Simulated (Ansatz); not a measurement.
# ClH3OSn: the cost of one run

Method: RKS B3LYP-D4/def2-SVP, in Ansatz 0.2.0.

1 further run of the same task is left out (it didn't finish).

### 1 The system as given

Bond lengths: Sn1–Cl2 2.410 Å, Sn1–H3 1.740 Å, Sn1–O4 1.959 Å, O4–H5 1.010 Å, Sn1–H6 1.739 Å. Angles: Cl2–Sn1–H3 109.4°, Cl2–Sn1–O4 109.5°, Cl2–Sn1–H6 109.5°, H3–Sn1–O4 109.5°, H3–Sn1–H6 109.5°, O4–Sn1–H6 109.5°, Sn1–O4–H5 109.5°.

Structure file:

```xyz
6

Sn    0.0000    0.0000    0.0000
Cl    0.0000    0.0000    2.4100
H     1.6408    0.0000   -0.5794
O    -0.9232    1.5994   -0.6527
H    -1.8810    1.3686   -0.8751
H    -0.8195   -1.4198   -0.5794
```

### 2 Preparing the start

Contents of input.yaml:

```yaml
crystal:
  periodic: [false, false, false]
  atoms:
    - { symbol: Sn, position_ang: [0.0, 0.0, 0.0] }
    - { symbol: Cl, position_ang: [0.0, 0.0, 2.41] }
    - { symbol: H, position_ang: [1.6408, 0.0, -0.5794] }
    - { symbol: O, position_ang: [-0.9232, 1.5994, -0.6527] }
    - { symbol: H, position_ang: [-1.881, 1.3686, -0.8751] }
    - { symbol: H, position_ang: [-0.8195, -1.4198, -0.5794] }
basis:
  gaussian: { orbitals: def2-SVP }
hamiltonian:
  xc: b3lyp
  dispersion: d4
relax:
  f_tol: 0.02
  max_steps: 40
```

On the command line:

```sh
$ ansatz run input.yaml --threads 1 --pin off --max-ram 2048MiB --backend cpu --events-out ev --progress --plain --runs-dir out
```

What time and memory should one allow on 1 thread of Intel Xeon 6975P-C (Granite Rapids), shared host?

About 13 s, with a peak of 0.17 GiB.
